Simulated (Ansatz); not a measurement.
**CuS (doublet): wave-function methods side by side, def2-TZVPP**

One table from this session's results is given with a row withheld; the runs are named, their logs left out.

Method: def2-TZVPP, core rule «outside noble gas», up to 14 orbitals frozen; program: Ansatz 0.2.0, Gaussian basis.

To be run: UHF; ROHF; CCSD(T) on UHF.

2 further runs of the same task are left out: 2 set aside as unsound or not needed.

### The system

The geometry is a PBE0/def2-TZVP stationary point (not a proven minimum).

2 atoms, charge 0, spin multiplicity 2.

Atoms are counted from 1 here; the program's logs count them from 0.

Bond lengths: Cu1–S2 2.084 Å.

As a file:

```xyz
2
charge 0, multiplicity 2
Cu    0.00000    0.00000    0.00000
S     0.00000    0.00000    2.08410
```

Set-up of the first run:

Contents of in.yaml:

```yaml
crystal:
  periodic: [false, false, false]
  atoms:
    - {symbol: Cu, position_ang: [0.000000, 0.000000, 0.000000]}
    - {symbol: S, position_ang: [0.000000, 0.000000, 2.084103]}
basis:
  gaussian: {orbitals: def2-TZVPP}
magnetization: {spin_polarized: true, initial_magnetization: 1}
hamiltonian: {xc: hf}
output: {orbitals: {seedname: orbitals}}
```

Command:

```
$ ansatz run in.yaml --threads 1 --pin off --events-out ev --progress --plain --max-ram 4096MiB --backend cpu
```

Steps of the session up to this table: UHF; ROHF; CCSD(T) on UHF.

One table of the session follows, with a row left open; its other results are not shown here.

It belongs to the step «Misses and costs». 

```
  method  from UCCSD(T) (kcal/mol)
    ROHF                   +397.30
     UHF                         ?
    UMP2                    -12.95
   UCCSD                    +17.31
UCCSD(T)                         0
```

**Question.** Estimate the row for UHF.

**Answer.** from UCCSD(T) (kcal/mol): +394.03. In the column «from UCCSD(T) (kcal/mol)» it lies between UCCSD (+17.31) and ROHF (+397.30).

With the free atoms at the same levels and basis (separate runs), the atomisation energy is 2.578 eV at UCCSD(T), 1.321 eV at ROHF.
